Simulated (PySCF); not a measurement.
Molecule: CSiF2ClH3, in a box.

```
C Si F Cl H
1.0
    13.00000    0.00000    0.00000
     0.00000   13.00000    0.00000
     0.00000    0.00000   13.00000
C Si F Cl H
1 1 2 1 3
Cartesian
  5.5604 5.8355 7.2366
  7.0595 6.2858 6.2852
  8.3559 5.6621 6.9435
  6.9851 5.7189 4.8102
  7.3320 8.2929 6.1635
  5.4518 4.7491 7.2742
  5.6287 6.2148 8.2578
  4.6701 6.2593 6.7685
```

Base run:

| Item | Value |
| --- | --- |
| Program | PySCF 2.14.0 |
| Functional | rSCAN |
| Dispersion | D4 |
| Potentials or basis | 6-31g* (all-electron) |
| k mesh | 1 × 1 × 1 |
| Occupations | fixed |
| Spin | no spin polarisation |

Its results: gap between the frontier levels 9.32 eV.

Problem. After a change of settings the same cell gave: gap between the frontier levels 10.99 eV. Which change was it?
A. functional from rSCAN to PBE; dispersion from D4 to none
B. functional from rSCAN to X3LYP; dispersion from D4 to none
C. functional from rSCAN to PBE0; dispersion from D4 to D3(BJ)

Solution. C.

Caveats: this is a molecule in a periodic box at the Γ point, so its band gap is the HOMO-LUMO gap; the basis of atomic orbitals isn't converged, which shifts pressures, moduli and gaps.
